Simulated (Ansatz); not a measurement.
# C7H7O3S (tosylate): the cost of one run

Method: the settings change from run to run; program: Ansatz 0.2.0, Gaussian basis.

11 further runs of the same task are left out: 3 that didn't finish, 8 set aside as unsound or not needed.

### 1 The molecule

An earlier PBE-D4/def2-SVP relaxation fixed the geometry.

SMILES `Cc1ccc(S(=O)(=O)[O-])cc1`, 18 atoms, charge -1, spin multiplicity 1.

Atoms are counted from 1 here; the program's logs count them from 0.

Bond lengths: C1–C2 1.511 Å, C1–H12 1.110 Å, C1–H13 1.110 Å, C1–H14 1.114 Å, C2–C3 1.411 Å, C2–C11 1.411 Å, C3–C4 1.402 Å, C3–H15 1.104 Å, C4–C5 1.404 Å, C4–H16 1.101 Å, C5–S6 1.834 Å, C5–C10 1.404 Å, S6–O7 1.501 Å, S6–O8 1.501 Å, S6–O9 1.501 Å, C10–C11 1.402 Å, C10–H17 1.101 Å, C11–H18 1.104 Å. Angles: C2–C1–H12 111.7°, C2–C1–H13 111.7°, C2–C1–H14 111.9°, H12–C1–H13 107.8°, H12–C1–H14 106.8°, H13–C1–H14 106.8°, C1–C2–C3 121.0°, C1–C2–C11 121.0°, C3–C2–C11 117.9°, C2–C3–C4 121.2°, C2–C3–H15 119.1°, C4–C3–H15 119.7°, C3–C4–C5 120.2°, C3–C4–H16 122.0°, C5–C4–H16 117.8°, C4–C5–S6 120.3°, C4–C5–C10 119.4°, S6–C5–C10 120.3° and more.

### 2 LC-wPBE/def2-SVP

Options: charge 0, multiplicity 2, coordinates scaled by 1.05, a grid of angular degree 47, high accuracy.

Input file in.yaml:

```yaml
crystal:
  periodic: [false, false, false]
  atoms:
    - {symbol: C, position_ang: [-3.113134, 0.439465, -0.165185]}
    - {symbol: C, position_ang: [-1.544896, 0.223195, -0.067743]}
    - {symbol: C, position_ang: [-0.600021, 1.298190, -0.451496]}
    - {symbol: C, position_ang: [0.855892, 1.086204, -0.402055]}
    - {symbol: C, position_ang: [1.401785, -0.208315, 0.044073]}
    - {symbol: S, position_ang: [3.304283, -0.455702, 0.206619]}
    - {symbol: O, position_ang: [3.508247, -1.997634, -0.047648]}
    - {symbol: O, position_ang: [3.904665, 0.486024, -0.905358]}
    - {symbol: O, position_ang: [3.588254, 0.009521, 1.684869]}
    - {symbol: C, position_ang: [0.476370, -1.291580, 0.422369]}
    - {symbol: C, position_ang: [-0.978583, -1.073721, 0.371722]}
    - {symbol: H, position_ang: [-3.685316, -0.200497, 0.622764]}
    - {symbol: H, position_ang: [-3.404518, 1.555230, 0.001754]}
    - {symbol: H, position_ang: [-3.530441, 0.134964, -1.214309]}
    - {symbol: H, position_ang: [-1.021008, 2.321749, -0.797553]}
    - {symbol: H, position_ang: [1.605112, 1.907070, -0.721100]}
    - {symbol: H, position_ang: [0.932739, -2.304979, 0.741211]}
    - {symbol: H, position_ang: [-1.699417, -1.929175, 0.677074]}
basis:
  gaussian: {orbitals: def2-SVP, final_grid: {core_spheres: 20, valence_spheres: 16, degree: 47}}
magnetization: {spin_polarized: true, initial_magnetization: 1}
hamiltonian: {xc: {name: LC-wPBE}}
accuracy: high
scf: {omitted_lower_state_checks: [starts]}
```

Run with:

```bash
> ansatz run in.yaml --threads 4 --pin off --events-out ev --progress --plain --max-ram 6963MiB
```

What time and memory should one allow on 4 threads of Arm Neoverse V1, shared host?

About 37 s, with a peak of 1.7 GiB.
